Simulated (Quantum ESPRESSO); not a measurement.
## TaAs in Quantum ESPRESSO: the effect of functional

Sheet: TaAs, a sheet with vacuum.

```
Ta As
1.0
     3.32586    0.00000    0.00000
     0.00000    3.32586    0.00000
     0.00000    0.00000   25.74029
Ta As
1 1
Cartesian
  0.0000 0.0000 6.9957
  1.6629 1.6629 8.0042
```

The cell was built by a generator and needn't be a form met in nature.

Alike in all runs:

| Item | Value |
| --- | --- |
| Program | Quantum ESPRESSO 7.5 |
| Task | work function |
| Potentials or basis | SG15 PBE 1.2 |
| Cutoff | 1020 eV |
| Density cutoff | 4082 eV |
| k mesh | 8 × 8 × 1 |
| Occupations | fermi-dirac, width 0.05 eV |
| Spin | no spin polarisation |

```csv
functional,largest force (eV/Å),work function (eV)
LDA,0.41,4.94
PBEsol,0.13,4.77
RPBE,0.26,4.62
revPBE,0.21,4.62
AM05,?,?
WC,0.13,4.76
rev-vdW-DF2,0.05,4.92
```

Task: What does the run with functional AM05 give?

Result: Largest force 0.12 eV/Å; work function 4.67 eV.

Caveats: the potentials were made for another functional, which shifts forces and pressure.

Runs at the PBE level aren't shown here.
